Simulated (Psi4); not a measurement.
# doublet C2H7AlO+ at 4 levels

We compute a comparison of 4 runs (UB3LYP/6-31G*, UBHLYP/6-31G*, UCAM-B3LYP/6-31G*, UPBE0/6-31G*) of doublet C2H7AlO+. 

The results are computed with Psi4 1.11.

2 further runs of the same task are left out: 2 set aside as unsound or not needed. Runs told in other sessions of the task aren't counted.

## 1. The system as given

C2H7AlO+: 11 atoms, total charge +1, spin state doublet. As SMILES of the parent species, `C[CH2][AlH][OH]`. The shape is that of a PBE0-D4/def2-TZVP optimisation. This is one conformer, not always the lowest. That shape belongs to the parent species and isn't relaxed for this state.

Bond lengths: C1–C2 1.529 Å, C2–Al3 1.957 Å, Al3–O4 1.701 Å, C1–H5 1.094 Å, C1–H6 1.094 Å, C1–H7 1.094 Å, C2–H8 1.098 Å, C2–H9 1.098 Å, Al3–H10 1.582 Å, O4–H11 0.956 Å. Some angles: C1–C2–Al3 116.3°, C2–Al3–O4 121.1°, C1–C2–H8 110.2°, C1–C2–H9 110.2°, Al3–C2–H8 107.6°, Al3–C2–H9 107.6°, C2–C1–H5 111.7°, C2–C1–H6 112.3°, C2–C1–H7 111.7°, C2–Al3–H10 123.9°.

## 2. Energy and forces at UB3LYP/6-31G(d) (spherical functions) (run 1)

The input, c2h7alo.xyz:

```xyz
11
C2H7AlO
C     -1.111600     0.829400     0.106400
C      0.175900     0.388000     0.802000
Al     1.254500    -0.947900    -0.137800
O      0.762600    -1.576800    -1.639300
H     -1.791000    -0.011900    -0.058700
H     -1.662600     1.575000     0.687600
H     -0.910600     1.273300    -0.872900
H     -0.049300    -0.010000     1.800700
H      0.818800     1.256800     0.997900
H      2.622300    -1.522700     0.412400
H     -0.043800    -1.310100    -2.077800
```

The input, c2h7alo.py:

```python
import psi4

psi4.set_memory('2200 MB')
psi4.set_num_threads(1)
psi4.set_output_file('c2h7alo.out', False)

with open('c2h7alo.xyz') as f:
    atoms = ''.join(f.readlines()[2:])
geom = psi4.geometry('1 2\n' + atoms + 'symmetry c1\nno_reorient\nno_com')

psi4.set_options({
    'basis': '6-31G*',
    'reference': 'uks',
    'puream': True,
    'e_convergence': 1e-09,
    'd_convergence': 1e-08,
    'scf_type': 'pk',
    'dft_radial_points': 99,
    'dft_spherical_points': 590,
    'maxiter': 100,
})

e_tot, wfn = psi4.gradient('b3lyp', return_wfn=True)
print('gradient / Eh bohr^-1')
print(e_tot.np.round(6))
print(f'energy = {wfn.energy():.10f} Eh')
```

The run is started by

```
$ python c2h7alo.py
```

c2h7alo.out:

```text
[...]
  Running in c1 symmetry.
[...]
  Nuclear repulsion =  154.697806134129877
[...]
  Multiplicity = 2
[...]
  Nalpha       = 20
  Nbeta        = 19
[...]
    Number of basis functions: 74
[...]
   @UKS iter   1:  -397.31658430234171   -5.90474e-02   1.30367e-02 DIIS/ADIIS
[...]
   @UKS iter  16:  -397.77317110974570   -9.66338e-13   2.60933e-09 DIIS
[...]
   @S^2 Observed:                7.573008799E-01
[...]
  @UKS Final Energy:  -397.77317110974570
   => Energetics <=
    Nuclear Repulsion Energy =            154.6978061341298769
    One-Electron Energy =                -846.0153247925270534
    Two-Electron Energy =                 326.2399862238631272
    DFT Exchange-Correlation Energy =     -32.6956386752116757
    Empirical Dispersion Energy =           0.0000000000000000
    VV10 Nonlocal Energy =                  0.0000000000000000
    Total Energy =                       -397.7731711097457037
  UHF NO Occupations:
  HONO-2 :   18  A 1.9994182
  HONO-1 :   19  A 1.9974130
[...]
 Multipole Moments:
 ------------------------------------------------------------------------------------
     Multipole            Electronic (a.u.)      Nuclear  (a.u.)        Total (a.u.)
 ------------------------------------------------------------------------------------
 L = 1.  Multiply by 2.5417464519 to convert [e a0] to [Debye]
 Dipole X            :        -29.4080444           29.8177996            0.4097552
 Dipole Y            :         30.9516218          -30.9580603           -0.0064385
 Dipole Z            :         16.6276897          -16.1877719            0.4399178
 Magnitude           :                                                    0.6012224
[...]
  -Total Gradient:
     Atom            X                  Y                   Z
    ------   -----------------  -----------------  -----------------
       1       -0.015378875382     0.026390665993     0.024895368011
       2        0.049098299296    -0.056733080699    -0.036303159043
       3       -0.021505301891     0.031251838812     0.025963516366
       4       -0.003263020653    -0.010100874443    -0.019234666394
       5        0.003976195565    -0.000481513009    -0.003503874917
       6       -0.002076284705    -0.005449285104    -0.010819554848
       7        0.000692648885    -0.005273481487    -0.000435209933
       8       -0.005640680477     0.016941583059     0.001855228070
       9       -0.014322650791     0.004245233762     0.009912663910
      10       -0.001825179239    -0.003291779361    -0.007082246522
      11        0.010253182045     0.002507401693     0.014770487400
[...]
```

The script printed:

```text
gradient / Eh bohr^-1
[[-0.015379  0.026391  0.024895]
 [ 0.049098 -0.056733 -0.036303]
 [-0.021505  0.031252  0.025964]
 [-0.003263 -0.010101 -0.019235]
 [ 0.003976 -0.000482 -0.003504]
 [-0.002076 -0.005449 -0.01082 ]
 [ 0.000693 -0.005273 -0.000435]
 [-0.005641  0.016942  0.001855]
 [-0.014323  0.004245  0.009913]
 [-0.001825 -0.003292 -0.007082]
 [ 0.010253  0.002507  0.01477 ]]
energy = -397.7731711097 Eh
```

It took 42 s on 1 thread of AMD EPYC 7R43 (Zen 3), shared host; peak memory 1.4 GiB.

## 3. Energy and forces at UBHLYP/6-31G(d) (spherical functions) (run 2)

c2h7alo.xyz is that of step 2.

The input, run.py:

```python
import psi4

psi4.set_memory('2200 MB')
psi4.set_num_threads(1)
psi4.set_output_file('run.log', False)

with open('c2h7alo.xyz') as f:
    atoms = ''.join(f.readlines()[2:])
m = psi4.geometry('1 2\n' + atoms + 'symmetry c1')

psi4.set_options({
    'reference': 'uks',
    'puream': True,
    'e_convergence': 1e-09,
    'd_convergence': 1e-08,
    'scf_type': 'pk',
    'dft_radial_points': 99,
    'dft_spherical_points': 590,
    'maxiter': 100,
})

result, w = psi4.gradient('bhhlyp/6-31G*', return_wfn=True)
print('gradient / Eh bohr^-1')
print(result.np.round(6))
print(f'energy = {w.energy():.10f} Eh')
```

The run is started by

```
$ python run.py
```

run.log:

```text
[...]
  Running in c1 symmetry.
[...]
  Nuclear repulsion =  154.697806134129877
[...]
  Multiplicity = 2
[...]
  Nalpha       = 20
  Nbeta        = 19
[...]
    Number of basis functions: 74
[...]
   @UKS iter   1:  -397.38827141697749   -3.90550e-01   1.00131e-02 DIIS/ADIIS
[...]
   @UKS iter  16:  -397.65256035685468   -1.04023e-11   4.96215e-09 DIIS
[...]
   @S^2 Observed:                7.645765132E-01
[...]
  @UKS Final Energy:  -397.65256035685468
   => Energetics <=
    Nuclear Repulsion Energy =            154.6978061341298769
    One-Electron Energy =                -845.9676941054526651
    Two-Electron Energy =                 314.5082588698751351
    DFT Exchange-Correlation Energy =     -20.8909312554070432
    Empirical Dispersion Energy =           0.0000000000000000
    VV10 Nonlocal Energy =                  0.0000000000000000
    Total Energy =                       -397.6525603568546785
  UHF NO Occupations:
  HONO-2 :   18  A 1.9991822
  HONO-1 :   19  A 1.9943292
[...]
 Multipole Moments:
 ------------------------------------------------------------------------------------
     Multipole            Electronic (a.u.)      Nuclear  (a.u.)        Total (a.u.)
 ------------------------------------------------------------------------------------
 L = 1.  Multiply by 2.5417464519 to convert [e a0] to [Debye]
 Dipole X            :          4.2122013           -4.6868172           -0.4746159
 Dipole Y            :         -3.6649130            4.7045078            1.0395949
 Dipole Z            :         -1.2142779            2.3355370            1.1212590
 Magnitude           :                                                    1.6010121
[...]
  -Total Gradient:
     Atom            X                  Y                   Z
    ------   -----------------  -----------------  -----------------
       1       -0.012290123433     0.027610924074     0.030164435203
       2        0.056519541413    -0.070047359055    -0.049230200395
       3       -0.023365948403     0.042464709135     0.041477880042
       4        0.003849755012    -0.018114134190    -0.024187883614
       5       -0.000418338996    -0.004790536281    -0.004011686029
       6       -0.007174846180    -0.000794889142    -0.008991785689
       7        0.001423451441    -0.002099743325    -0.005684637664
       8       -0.007989625202     0.017063480431     0.007650807574
       9       -0.012876342283     0.009879506672     0.012207100496
      10        0.001786281709    -0.006281101608    -0.007924487941
      11        0.000541684781     0.005113512441     0.008542604599
[...]
```

Standard output:

```text
gradient / Eh bohr^-1
[[-0.01229   0.027611  0.030164]
 [ 0.05652  -0.070047 -0.04923 ]
 [-0.023366  0.042465  0.041478]
 [ 0.00385  -0.018114 -0.024188]
 [-0.000418 -0.004791 -0.004012]
 [-0.007175 -0.000795 -0.008992]
 [ 0.001423 -0.0021   -0.005685]
 [-0.00799   0.017063  0.007651]
 [-0.012876  0.00988   0.012207]
 [ 0.001786 -0.006281 -0.007924]
 [ 0.000542  0.005114  0.008543]]
energy = -397.6525603569 Eh
```

Run time: 38 s. Hardware: 1 thread of AMD EPYC 7R43 (Zen 3), shared host; peak memory 1.4 GiB.

Run 3 isn't shown in full; the table further down has it.

## 4. Energy and forces at UPBE0/6-31G(d) (spherical functions) (run 4)

The input, calc.py:

```python
import psi4

psi4.set_memory('2200 MB')
psi4.set_num_threads(1)
psi4.core.set_output_file('run.log', False)

molecule = psi4.geometry("""
1 2
C     -1.111600     0.829400     0.106400
C      0.175900     0.388000     0.802000
Al     1.254500    -0.947900    -0.137800
O      0.762600    -1.576800    -1.639300
H     -1.791000    -0.011900    -0.058700
H     -1.662600     1.575000     0.687600
H     -0.910600     1.273300    -0.872900
H     -0.049300    -0.010000     1.800700
H      0.818800     1.256800     0.997900
H      2.622300    -1.522700     0.412400
H     -0.043800    -1.310100    -2.077800
units angstrom
symmetry c1
no_reorient
no_com
""")

options = {'basis': '6-31G*', 'reference': 'uks', 'puream': True, 'e_convergence': 1e-09, 'd_convergence': 1e-08, 'scf_type': 'pk', 'dft_radial_points': 99, 'dft_spherical_points': 590, 'maxiter': 100}
psi4.set_options(options)

energy_value, wavefunction = psi4.gradient("pbe0", molecule=molecule, return_wfn=True)
psi4.oeprop(wavefunction, "DIPOLE", "MULLIKEN_CHARGES", "WIBERG_LOWDIN_INDICES", title="PBE0")
print('gradient / Eh bohr^-1')
print(energy_value.np.round(6))
print(f'energy = {wavefunction.energy():.10f} Eh')
```

The run is started by

```
$ python calc.py
```

run.log:

```text
[...]
  Running in c1 symmetry.
[...]
  Nuclear repulsion =  154.697806134129877
[...]
  Multiplicity = 2
[...]
  Nalpha       = 20
  Nbeta        = 19
[...]
    Number of basis functions: 74
[...]
   @UKS iter   1:  -397.07000199040351   -1.40257e-01   1.18689e-02 DIIS/ADIIS
[...]
   @UKS iter  16:  -397.44854054806035   -1.47793e-12   5.92789e-09 DIIS
[...]
   @S^2 Observed:                7.584931019E-01
[...]
  @UKS Final Energy:  -397.44854054806035
   => Energetics <=
    Nuclear Repulsion Energy =            154.6978061341298769
    One-Electron Energy =                -846.0243925070128626
    Two-Electron Energy =                 324.2914673179301417
    DFT Exchange-Correlation Energy =     -30.4134214931075100
    Empirical Dispersion Energy =           0.0000000000000000
    VV10 Nonlocal Energy =                  0.0000000000000000
    Total Energy =                       -397.4485405480603504
  UHF NO Occupations:
  HONO-2 :   18  A 1.9993734
  HONO-1 :   19  A 1.9969639
[...]
  -Total Gradient:
     Atom            X                  Y                   Z
    ------   -----------------  -----------------  -----------------
       1       -0.019697946754     0.028407784261     0.023406858964
       2        0.053531354397    -0.058894006182    -0.034910406855
       3       -0.019023588225     0.031614179086     0.029157039254
       4       -0.001614499466    -0.011569633250    -0.019776561725
       5        0.003803663293    -0.000480078066    -0.003618616682
       6       -0.002479485946    -0.005147674205    -0.010781146505
       7        0.000552410020    -0.005224376374    -0.000579122701
       8       -0.005658551898     0.017448336303     0.001871018976
       9       -0.014693529889     0.004232823722     0.010255107394
      10       -0.002562507820    -0.003267493016    -0.007823442927
      11        0.007850488169     0.002882766119     0.012810897361
[...]
 Multipole Moments:
 ------------------------------------------------------------------------------------
     Multipole            Electronic (a.u.)      Nuclear  (a.u.)        Total (a.u.)
 ------------------------------------------------------------------------------------
 L = 1.  Multiply by 2.5417464519 to convert [e a0] to [Debye]
 Dipole X            :        -29.4166928           29.8177996            0.4011068
 Dipole Y            :         30.9886205          -30.9580603            0.0305602
 Dipole Z            :         16.6762018          -16.1877719            0.4884299
 Magnitude           :                                                    0.6327593
[...]
```

Standard output:

```text
gradient / Eh bohr^-1
[[-0.019698  0.028408  0.023407]
 [ 0.053531 -0.058894 -0.03491 ]
 [-0.019024  0.031614  0.029157]
 [-0.001614 -0.01157  -0.019777]
 [ 0.003804 -0.00048  -0.003619]
 [-0.002479 -0.005148 -0.010781]
 [ 0.000552 -0.005224 -0.000579]
 [-0.005659  0.017448  0.001871]
 [-0.014694  0.004233  0.010255]
 [-0.002563 -0.003267 -0.007823]
 [ 0.00785   0.002883  0.012811]]
energy = -397.4485405481 Eh
```

Run time: 44 s. Hardware: 1 thread of AMD EPYC 7R43 (Zen 3), shared host; peak memory 1.4 GiB.

## 5. All runs side by side

```csv
run,level,task,energy (Eh),HOMO energy (eV),LUMO energy (eV),⟨S²⟩,wall time
1,UB3LYP/6-31G* (spherical functions),gradient,-397.773171,-14.19,-11.86,0.757,42 s
2,UBHLYP/6-31G* (spherical functions),gradient,-397.652560,-15.79,-10.83,0.765,38 s
3,UCAM-B3LYP/6-31G* (spherical functions),energy,-397.667555,-15.83,-10.68,0.761,52 s
4,UPBE0/6-31G* (spherical functions),gradient,-397.448541,-14.44,-11.67,0.758,44 s
```

## 6. Summary of results

| quantity | value |
| --- | --- |
| run 4: total energy | -397.44854 Eh |
| run 4: HOMO energy (highest over α and β) | -14.44 eV |
| run 4: LUMO energy (lowest over α and β) | -11.67 eV |
| run 4: ⟨S²⟩ | 0.758 |
| run 4: largest force on an atom | 4.469 eV/Å |

**Reading.** Totals of different functionals can't be ranked against each other. All runs together took 2.9 min, the longest 52 s.
